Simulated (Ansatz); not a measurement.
# SrIr2: the cost of one run

Program: Ansatz 0.2.0. Level of theory: DFT r2SCAN, scalar-relativistic, plane waves, PAW. These are calculated values, not measurements.

The COD entry's cell or inner coordinates are ideal or old and differ from later refinements, so a difference from it is no clean test against experiment.

**1. The structure to begin with**

Symmetry: Fd-3m, No. 227, cubic system. Conventional cell: a = 7.700 Å, b = 7.700 Å, c = 7.700 Å, α = 90.00°, β = 90.00°, γ = 90.00°. Around Sr (site symmetry -43m) lie 12 Ir at 3.19 Å and 4 Sr at 3.33 Å. Around Ir (site symmetry -3m) lie 6 Ir at 2.72 Å.

Coordinates:

```cif
data_structure
_symmetry_space_group_name_H-M 'Fd-3m:1'
_symmetry_Int_Tables_number 227
_cell_length_a 7.7000
_cell_length_b 7.7000
_cell_length_c 7.7000
_cell_angle_alpha 90.000
_cell_angle_beta 90.000
_cell_angle_gamma 90.000
_cell_volume 456.53
loop_
_atom_site_label
_atom_site_type_symbol
_atom_site_symmetry_multiplicity
_atom_site_Wyckoff_symbol
_atom_site_fract_x
_atom_site_fract_y
_atom_site_fract_z
_atom_site_occupancy
Sr1 Sr 8 b 0.00000 0.00000 0.50000 1
Ir1 Ir 16 c 0.12500 0.12500 0.12500 1
```

The structure rests on an entry of the Crystallography Open Database; cell or positions may have been set otherwise for this series.

**2. Relaxing cell and atoms: SrIr2, no spin**

The input, input.yaml:

```yaml
crystal:
  lattice:
    - [0.0, 3.85, 3.85]
    - [3.85, 0.0, 3.85]
    - [3.85, 3.85, 0.0]
  atoms:
    - { symbol: Sr, position: [0.0, 0.0, 0.0] }
    - { symbol: Sr, position: [0.25, 0.25, 0.25] }
    - { symbol: Ir, position: [0.625, 0.625, 0.625] }
    - { symbol: Ir, position: [0.125, 0.625, 0.625] }
    - { symbol: Ir, position: [0.625, 0.625, 0.125] }
    - { symbol: Ir, position: [0.625, 0.125, 0.625] }
scf:
  occupations: { method: fermi_dirac, width: 0.05 }
output:
  forces: true
  stress: true
  eigenvalues: true
  dos: { method: tetrahedron, nscf_kmesh: { grid: [24, 24, 24] }, de: 0.02 }
  write_density: true
  write_potential: true
  elf: true
  volumetric_format: npy
hamiltonian:
  xc: r2scan
relax:
  f_tol: 0.005
  max_steps: 60
  cell: { stress_tol: 0.03 }
kpoints:
  mp_grid: { grid: [12, 12, 12] }
```

Run with:

```bash
ansatz run input.yaml --threads 4 --pin off --max-ram 12288MiB --backend cpu --events-out ev --progress --plain --runs-dir out
```

What time and memory should one allow on 4 threads of Arm Neoverse V2, shared host?

About 87 s, with a peak of 1.9 GiB.
